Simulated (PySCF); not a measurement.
**CHClFNSi (SMILES FC1=N[SiH]1Cl): levels of theory compared**

Wanted: a comparison of 5 runs (B3LYP/6-31G*, PBE0/def2-SVP, TPSSh/cc-pVDZ, CCSD(T)/STO-3G) of CHClFNSi. 

Program for the calculation: PySCF 2.14.0.

## 1. The molecule

CHClFNSi has 6 atoms, charge 0, and is taken as a singlet. SMILES: `FC1=N[SiH]1Cl`. Geometry: relaxed at PBE0-D4/def2-TZVP.

Bond lengths: F1–C2 1.310 Å, C2–N3 1.270 Å, C2–Si4 1.756 Å, N3–Si4 1.774 Å, Si4–Cl5 2.023 Å, Si4–H6 1.469 Å. Angles: F1–C2–N3 128.1°, F1–C2–Si4 162.2°, N3–C2–Si4 69.7°, C2–N3–Si4 68.1°, C2–Si4–N3 42.2°, C2–Si4–Cl5 123.2°, N3–Si4–Cl5 119.8°, C2–Si4–H6 125.2°, N3–Si4–H6 120.9°, Cl5–Si4–H6 109.4°.

## 2. Energy and gradient at B3LYP/6-31G(d) (spherical functions) (run 1)

The input, calc.py:

```python
# FC1=N[SiH]1Cl
import pyscf.grad
from pyscf import gto, dft

mol = gto.Mole()
mol.atom = [
    ('F', (0.158300, -2.281300, -0.638700)),
    ('C', (0.216600, -1.043700, -0.212100)),
    ('N', (1.240300, -0.391700, 0.161000)),
    ('Si', (-0.233900, 0.593200, 0.234800)),
    ('Cl', (-0.525700, 2.070200, -1.116500)),
    ('H', (-0.813600, 0.989400, 1.525400)),
]
mol.verbose = 3
mol.spin = 0
mol.max_memory = 1860
mol.basis = '6-31g*'
mol.charge = 0
mol.build()

mf = dft.RKS(mol, xc='b3lyp')
mf.grids.level = 5
mf.conv_tol = 1e-10
mf.kernel()
if not mf.converged:
    mf = mf.newton().run(mf.mo_coeff, mf.mo_occ)

e_final = mf.e_tot
print('E(%s) = %.9f' % ('B3LYP', e_final))
grad = mf.Gradients().kernel()
mf.analyze()
```

Command:

```console
$ OMP_NUM_THREADS=1 python calc.py
```

Standard output:

```text
converged SCF energy = -942.966304561234
E(B3LYP) = -942.966304561
--------------- RKS gradients ---------------
         x                y                z
0 F     0.0019267699     0.0115234127     0.0041031459
1 C     0.0050807163     0.0014718160     0.0011169528
2 N    -0.0154499514    -0.0024959998    -0.0035339739
3 Si     0.0064326978    -0.0020412258    -0.0083002422
4 Cl     0.0017389638    -0.0082624918     0.0073016992
5 H     0.0002669486    -0.0001960087    -0.0006922971
----------------------------------------------
**** MO energy ****
MO #1   energy= -101.54761882393   occ= 2
MO #2   energy= -66.2016044527728  occ= 2
MO #3   energy= -24.7424534006514  occ= 2
MO #4   energy= -14.351764578695   occ= 2
MO #5   energy= -10.3197994521204  occ= 2
MO #6   energy= -9.48276988279491  occ= 2
MO #7   energy= -7.24324093073981  occ= 2
MO #8   energy= -7.23726322734229  occ= 2
MO #9   energy= -7.23671813943682  occ= 2
MO #10  energy= -5.35867564493554  occ= 2
MO #11  energy= -3.71811142078038  occ= 2
MO #12  energy= -3.71694132503216  occ= 2
MO #13  energy= -3.71524133376589  occ= 2
MO #14  energy= -1.26531908327708  occ= 2
MO #15  energy= -0.965304630884425 occ= 2
MO #16  energy= -0.860028133745219 occ= 2
MO #17  energy= -0.623847708617935 occ= 2
MO #18  energy= -0.568713705010792 occ= 2
MO #19  energy= -0.503482637632018 occ= 2
MO #20  energy= -0.493676479267092 occ= 2
MO #21  energy= -0.457823096319423 occ= 2
MO #22  energy= -0.429363144829542 occ= 2
MO #23  energy= -0.393058062425074 occ= 2
MO #24  energy= -0.36795241145341  occ= 2
MO #25  energy= -0.348136439033666 occ= 2
MO #26  energy= -0.344075829441045 occ= 2
MO #27  energy= -0.268712847121442 occ= 2
MO #28  energy= -0.0292291900898332 occ= 0
MO #29  energy= -0.0218730366113493 occ= 0
MO #30  energy= -0.000640992539628016 occ= 0
MO #31  energy= 0.0587149472969863 occ= 0
MO #32  energy= 0.111446077399966  occ= 0
MO #33  energy= 0.124702082611035  occ= 0
MO #34  energy= 0.174644012160496  occ= 0
MO #35  energy= 0.19354307702862   occ= 0
MO #36  energy= 0.249155279439415  occ= 0
MO #37  energy= 0.328613672229002  occ= 0
MO #38  energy= 0.359130033172439  occ= 0
MO #39  energy= 0.394749739762721  occ= 0
MO #40  energy= 0.441839140261677  occ= 0
MO #41  energy= 0.461005142021242  occ= 0
MO #42  energy= 0.495241061486642  occ= 0
MO #43  energy= 0.521805915223543  occ= 0
MO #44  energy= 0.532642420076389  occ= 0
MO #45  energy= 0.564391324286353  occ= 0
MO #46  energy= 0.626382067155315  occ= 0
MO #47  energy= 0.651122933548863  occ= 0
MO #48  energy= 0.661163809694117  occ= 0
MO #49  energy= 0.72418675994      occ= 0
MO #50  energy= 0.749616511584216  occ= 0
MO #51  energy= 0.790305226692636  occ= 0
MO #52  energy= 0.826194821359087  occ= 0
MO #53  energy= 0.840030474499561  occ= 0
MO #54  energy= 0.849361872040288  occ= 0
MO #55  energy= 0.883224209789344  occ= 0
MO #56  energy= 0.916153431412028  occ= 0
MO #57  energy= 0.946471046670506  occ= 0
MO #58  energy= 0.995134233979298  occ= 0
MO #59  energy= 1.12206411299217   occ= 0
MO #60  energy= 1.21977001024232   occ= 0
MO #61  energy= 1.23659565651067   occ= 0
MO #62  energy= 1.26447159427701   occ= 0
MO #63  energy= 1.27761164713483   occ= 0
MO #64  energy= 1.40253838115088   occ= 0
MO #65  energy= 1.41357956245881   occ= 0
MO #66  energy= 1.5483054070652    occ= 0
MO #67  energy= 1.57337928895514   occ= 0
MO #68  energy= 1.78634995943983   occ= 0
MO #69  energy= 1.812351259418     occ= 0
MO #70  energy= 1.83446685719133   occ= 0
MO #71  energy= 1.84917723258051   occ= 0
MO #72  energy= 2.04725361970325   occ= 0
MO #73  energy= 2.14242496089855   occ= 0
MO #74  energy= 2.30396456279773   occ= 0
MO #75  energy= 2.31562729993601   occ= 0
MO #76  energy= 2.53516105473923   occ= 0
MO #77  energy= 2.60568288892735   occ= 0
MO #78  energy= 2.67525544152859   occ= 0
MO #79  energy= 2.87576669781288   occ= 0
MO #80  energy= 3.10045128584425   occ= 0
 ** Mulliken atomic charges  **
charge of    0F =     -0.19877
charge of    1C =      0.15516
charge of    2N =     -0.42421
charge of    3Si =      0.77821
charge of    4Cl =     -0.24014
charge of    5H =     -0.07024
Dipole moment(X, Y, Z, Debye): -1.74858,  0.61842,  0.93405
```

It took 24 s on 1 thread of Arm Neoverse V2, shared host; peak memory 0.78 GiB.

## 3. Energy and gradient at PBE0/def2-SVP (run 2)

The input, start.xyz:

```xyz
6

F      0.158300    -2.281300    -0.638700
C      0.216600    -1.043700    -0.212100
N      1.240300    -0.391700     0.161000
Si    -0.233900     0.593200     0.234800
Cl    -0.525700     2.070200    -1.116500
H     -0.813600     0.989400     1.525400
```

The input, run.py:

```python
# FC1=N[SiH]1Cl
from pyscf import gto, dft

mol = gto.M(
    atom='start.xyz',
    max_memory=1860,
    charge=0,
    verbose=3,
    basis='def2-svp',
)

mf = dft.RKS(mol, xc='pbe0')
mf.grids.level = 5
mf.conv_tol = 1e-10
mf.kernel()
if not mf.converged:
    mf = mf.newton().run(mf.mo_coeff, mf.mo_occ)

energy = mf.e_tot
print('Final energy', energy)
grad = mf.nuc_grad_method().kernel()
mf.analyze()
```

Command:

```console
$ OMP_NUM_THREADS=1 python run.py
```

Standard output:

```text
converged SCF energy = -942.12756011433
[... 16 lines left out ...]
MO #6   energy= -9.55839594469346  occ= 2
[... 6 lines left out ...]
MO #13  energy= -3.74695351890828  occ= 2
[... 6 lines left out ...]
MO #20  energy= -0.510118752421232 occ= 2
[... 6 lines left out ...]
MO #27  energy= -0.279689396623025 occ= 2
[... 6 lines left out ...]
MO #34  energy= 0.210140451101878  occ= 0
[... 6 lines left out ...]
MO #41  energy= 0.462125521750591  occ= 0
[... 6 lines left out ...]
MO #48  energy= 0.730767587557833  occ= 0
[... 6 lines left out ...]
MO #55  energy= 0.912516807363089  occ= 0
[... 6 lines left out ...]
MO #62  energy= 1.27795411984825   occ= 0
[... 6 lines left out ...]
MO #69  energy= 1.75975707358489   occ= 0
[... 6 lines left out ...]
MO #76  energy= 2.64386842611937   occ= 0
[... 6 lines left out ...]
MO #83  energy= 3.87589541308499   occ= 0
[... 7 lines left out ...]
Dipole moment(X, Y, Z, Debye): -1.78625,  1.00703,  0.80613
```

Run time: 21 s. Hardware: 1 thread of Arm Neoverse V2, shared host; peak memory 0.81 GiB.

Runs 3 to 4 aren't shown in full; the table further down has their settings and results.

## 4. The energy at CCSD(T)/STO-3G (run 5)

The input, run.py:

```python
from pyscf import gto, cc

mol = gto.M(
    atom='''
F        0.158300      -2.281300      -0.638700
C        0.216600      -1.043700      -0.212100
N        1.240300      -0.391700       0.161000
Si      -0.233900       0.593200       0.234800
Cl      -0.525700       2.070200      -1.116500
H       -0.813600       0.989400       1.525400
''',
    max_memory=1860,
    charge=0,
    verbose=3,
    basis='sto-3g',
)

calc0 = mol.RHF()
calc0.conv_tol = 1e-10
calc0.kernel()
if not calc0.converged:
    calc0 = calc0.newton().run(calc0.mo_coeff, calc0.mo_occ)

mycc = cc.CCSD(calc0, frozen=13)
mycc.kernel()
e_t = mycc.ccsd_t()
energy = mycc.e_tot + e_t
print(f'total energy: {energy:.8f} hartree')
calc0.analyze()
```

Command:

```console
$ OMP_NUM_THREADS=1 python run.py
```

Standard output:

```text
converged SCF energy = -929.910974913043
E(CCSD) = -930.1306790541955  E_corr = -0.2197041411526652
CCSD(T) correction = -0.00729320162109774
total energy: -930.13797226 hartree
**** MO energy ****
MO #1   energy= -103.668667829264  occ= 2
MO #2   energy= -68.1012496757855  occ= 2
MO #3   energy= -26.0171972737558  occ= 2
MO #4   energy= -15.3167201455929  occ= 2
MO #5   energy= -11.1292141591878  occ= 2
MO #6   energy= -10.3600393637821  occ= 2
MO #7   energy= -7.80385265764658  occ= 2
MO #8   energy= -7.79828485871721  occ= 2
MO #9   energy= -7.79821718272125  occ= 2
MO #10  energy= -6.07957190119387  occ= 2
MO #11  energy= -4.1071176235275   occ= 2
MO #12  energy= -4.10467834433975  occ= 2
MO #13  energy= -4.10386764415266  occ= 2
MO #14  energy= -1.56289060777335  occ= 2
MO #15  energy= -1.21961211735058  occ= 2
MO #16  energy= -1.03198749698156  occ= 2
MO #17  energy= -0.719230440736167 occ= 2
MO #18  energy= -0.705506131276053 occ= 2
MO #19  energy= -0.603487286510082 occ= 2
MO #20  energy= -0.589068462618267 occ= 2
MO #21  energy= -0.554755461477632 occ= 2
MO #22  energy= -0.493721035160748 occ= 2
MO #23  energy= -0.452683554115165 occ= 2
MO #24  energy= -0.42641750213479  occ= 2
MO #25  energy= -0.399895132124835 occ= 2
MO #26  energy= -0.36189309926541  occ= 2
MO #27  energy= -0.291193281333229 occ= 2
MO #28  energy= 0.27248265721673   occ= 0
MO #29  energy= 0.293887774041754  occ= 0
MO #30  energy= 0.315837845784889  occ= 0
MO #31  energy= 0.479254860692611  occ= 0
MO #32  energy= 0.576956126006814  occ= 0
MO #33  energy= 0.712080482632306  occ= 0
MO #34  energy= 0.951234164840744  occ= 0
 ** Mulliken atomic charges  **
charge of    0F =     -0.05082
charge of    1C =     -0.00646
charge of    2N =     -0.29974
charge of    3Si =      0.73613
charge of    4Cl =     -0.28969
charge of    5H =     -0.08942
Dipole moment(X, Y, Z, Debye): -1.93581, -0.57997,  1.76813
```

It took 0.94 s on 1 thread of Arm Neoverse V2, shared host; peak memory 0.12 GiB.

## 5. The series

```tsv
run	level	Cartesian functions	task	energy (Eh)	dipole moment (D) of the reference	HOMO energy (eV)	LUMO energy (eV)	wall time
1	B3LYP/6-31G* (spherical functions)	no	gradient	-942.966305	2.08	-7.31	-0.80	24 s
2	PBE0/def2-SVP	no	gradient	-942.127560	2.20	-7.61	-0.59	21 s
3	TPSSh/cc-pVDZ	no	gradient	-943.027417	1.91	-6.78	-0.99	41 s
4	B3LYP/6-31G* (Cartesian functions)	yes	gradient	-942.974288	2.08	-7.32	-0.80	25 s
5	CCSD(T)/STO-3G	no	energy	-930.137972	2.69	-7.92	7.41	0.94 s
```

## 6. Outcome

| quantity | value |
| --- | --- |
| run 5: total energy | -930.13797 Eh |
| run 5: dipole moment (Hartree–Fock density) | 2.69 D |
| run 5: HOMO energy (Hartree–Fock orbitals) | -7.92 eV |
| run 5: LUMO energy (Hartree–Fock orbitals) | 7.41 eV |
| run 5: HOMO–LUMO gap (Hartree–Fock orbitals) | 15.34 eV |
| run 5: correlation energy (13 core orbitals frozen) | -227.0 mEh |
| run 5: (T) correction | -7.29 mEh |
| run 5: T1 diagnostic | 0.011 |

Over runs 1, 2, 3, 4 the dipole moment (its size) runs from 1.91 D (TPSSh/cc-pVDZ) to 2.20 D (PBE0/def2-SVP). The two ends differ in method and basis. Over runs 1, 2, 3, 4 the HOMO–LUMO gap runs from 5.79 eV (TPSSh/cc-pVDZ) to 7.02 eV (PBE0/def2-SVP). Totals of different functionals can't be ranked against each other. In run 5 the basis is minimal, so the values are rough. All runs together took 1.9 min, the longest 41 s.
